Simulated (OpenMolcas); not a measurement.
# Pt⁵⁺ among point charges: CASSCF and CASPT2 levels and susceptibility

How does a field of 5 point charges split the states of Pt⁵⁺, and what χT follows?

Program: OpenMolcas 26.06. Level of theory: state-averaged CASSCF and CASPT2, spin-orbit coupling by RASSI with atomic mean-field integrals. These are calculated values, not measurements, unless marked.

### Step 1. The atom as given

- Species: Pt⁵⁺ (platinum, Z = 78, 73 electrons)
- Basis: ANO-RCC-VDZP [7s6p4d2f], 59 functions
- Scalar Hamiltonian: DKH2, point nucleus
- Inactive shells: 1s 2s 2p 3s 3p 3d 4s 4p 4d 4f 5s 5p
- Active space: 5 electrons in 5 orbitals (5d)
- Some configurations of this space: 5d⁵
- Orbitals: optimised for each spin and parity, averaged over all roots

Outer shells as boxes (Hund's rule):

5d5
```
5d [↑ ][↑ ][↑ ][↑ ][↑ ]
```

The ion sits among 5 point charges of -2 e arranged as a square pyramid (C4v), 2.38 Å from the ion, with the axial distance 2.023 Å.

Each step is its own input file, run in one work folder so that later steps find the files of earlier ones. Labels, J, g values, rates, χT and fits are worked out afterwards by a script from the matrices that RASSI stores.

### Step 2. GATEWAY and SEWARD: basis and integrals

File a.inp:

```
&GATEWAY
Coord
1

Pt 0.0 0.0 0.0
Basis=ANO-RCC-VDZP
Group=NoSym
NoMove
AngMom=0.0 0.0 0.0
AMFI
XField
5 Angstrom 0
2.380000 0.000000 0.000000 -2.000000
0.000000 2.380000 0.000000 -2.000000
-2.380000 0.000000 0.000000 -2.000000
0.000000 -2.380000 0.000000 -2.000000
0.000000 0.000000 2.023000 -2.000000
&SEWARD
```

Started as:

```sh
$ OMP_NUM_THREADS=1 MOLCAS_MEM=1689 MOLCAS_PROJECT=a pymolcas a.inp > a.log
```

### Step 3. CASSCF: sextets, 1 root

File a.inp:

```
&RASSCF
FileOrb=start.orb
Symmetry=1
Spin=6
nActEl=5 0 0
Inactive=34
Ras2=5
CIRoot=1 1 1
SDav=1
CIMx=300
Iter=120 100
PrWF=0.3
OrbListing=Nothing
MaxOrb=0
>>> COPY $Project.JobIph JOB001
```

start.orb holds the contracted functions of the basis, ordered by shell, or the orbitals of the step before.

### Step 4. Reference wave functions, quartets, 24 roots

File a.inp:

```
&RASSCF
FileOrb=start.orb
Symmetry=1
Spin=4
nActEl=5 0 0
Inactive=34
Ras2=5
CIRoot=24 24 1
SDav=24
CIMx=300
Iter=120 100
PrWF=0.3
OrbListing=Nothing
MaxOrb=0
>>> COPY $Project.JobIph JOB002
```

### Step 5. CASSCF: doublets, 75 roots

File a.inp:

```
&RASSCF
FileOrb=start.orb
Symmetry=1
Spin=2
nActEl=5 0 0
Inactive=34
Ras2=5
CIRoot=75 75 1
SDav=75
CIMx=300
Iter=120 100
PrWF=0.3
OrbListing=Nothing
MaxOrb=0
>>> COPY $Project.JobIph JOB003
```

### Step 6. State interaction with spin-orbit coupling

File a.inp:

```
&RASSI
NrOfJobIphs=3 1 24 75
1
1 2 3 4 5 6 7 8 9 10 11 12 13 14 15 16 17 18 19 20 21 22 23 24
1 2 3 4 5 6 7 8 9 10 11 12 13 14 15 16 17 18 19 20 21 22 23 24 25 26 27
28 29 30 31 32 33 34 35 36 37 38 39 40 41 42 43 44 45 46 47 48 49 50 51
52 53 54 55 56 57 58 59 60 61 62 63 64 65 66 67 68 69 70 71 72 73 74 75
IphNames
JOB001
JOB002
JOB003
EJob
SpinOrbit
DIPRint=1.0
SOCoupling=1000.0
Subsets=2
Property=9
'ANGMOM' 1 'ANGMOM' 2 'ANGMOM' 3 'MLTPL  1' 1 'MLTPL  1' 2 'MLTPL  1' 3
'AMFI' 1 'AMFI' 2 'AMFI' 3
SOProperty=3
'ANGMOM' 1 'ANGMOM' 2 'ANGMOM' 3
```

### Step 7. CASPT2: IPEA 0.25, imaginary shift 0.1 (closed shells correlated: 4f 5s 5p)

File a.inp:

```
>>> COPY JOB001 $Project.JobIph
&CASPT2
Multistate=1 1
Frozen=23
IPEA=0.25
Imaginary=0.1
MaxIter=60
WThr=0.0 0.3 0.05
PrWF=0.5
NoMix
>>> COPY JOB002 $Project.JobIph
&CASPT2
Multistate=24 1 2 3 4 5 6 7 8 9 10 11 12 13 14 15 16 17 18 19 20 21 22
23 24
NoMult
Frozen=23
IPEA=0.25
Imaginary=0.1
MaxIter=60
WThr=0.0 0.3 0.05
PrWF=0.5
NoMix
>>> COPY JOB003 $Project.JobIph
&CASPT2
Multistate=75 1 2 3 4 5 6 7 8 9 10 11 12 13 14 15 16 17 18 19 20 21 22
23 24 25 26 27 28 29 30 31 32 33 34 35 36 37 38 39 40 41 42 43 44 45 46
47 48 49 50 51 52 53 54 55 56 57 58 59 60 61 62 63 64 65 66 67 68 69 70
71 72 73 74 75
NoMult
Frozen=23
IPEA=0.25
Imaginary=0.1
MaxIter=60
WThr=0.0 0.3 0.05
PrWF=0.5
NoMix
```

(Steps that only read results are left out.)

**Question.** What will these runs give? Wanted: spin-free ground state; lowest level; next level.

**Answer**, as computed:

| quantity | value |
| --- | --- |
| method | SS-CASPT2, IPEA 0.25, imaginary shift 0.1 (closed shells correlated: 4f 5s 5p) |
| spin-free ground state | sextet, 1-fold in its orbital part |
| lowest level | 2-fold, g = 1.91, 5.70, 5.70 |
| next level | 20.3 cm⁻¹ |
| χT at 300 K | 3.89 cm³ K/mol |
| effective moment at 300 K | 5.58 μB |

Cost by method:

```csv
method,time of its own steps,time with the reference
A. CASSCF,27 s,27 s
"B. SS-CASPT2, IPEA 0.25, imaginary shift 0.1, +4f 5s 5p",23 s,49 s
```

Times are of one thread on a shared host.

The spin-free ground state (sextet) comes to 100 % from free-ion S terms and keeps the highest spin of the shell. χT at 300 K is 3.89, against 4.39 cm³ K/mol for the spin alone, so spin-orbit coupling lowers it. An active space of the d shell alone favours high spin; real ions in strong fields can be low spin. The field of point charges can differ much from that of real complexes. With metal d orbitals alone active, the gaps between spin states are rough; where two lie within a few thousand cm-1, their order is open. Point charges carry no covalency, so the field is a model and not that of real ligands.
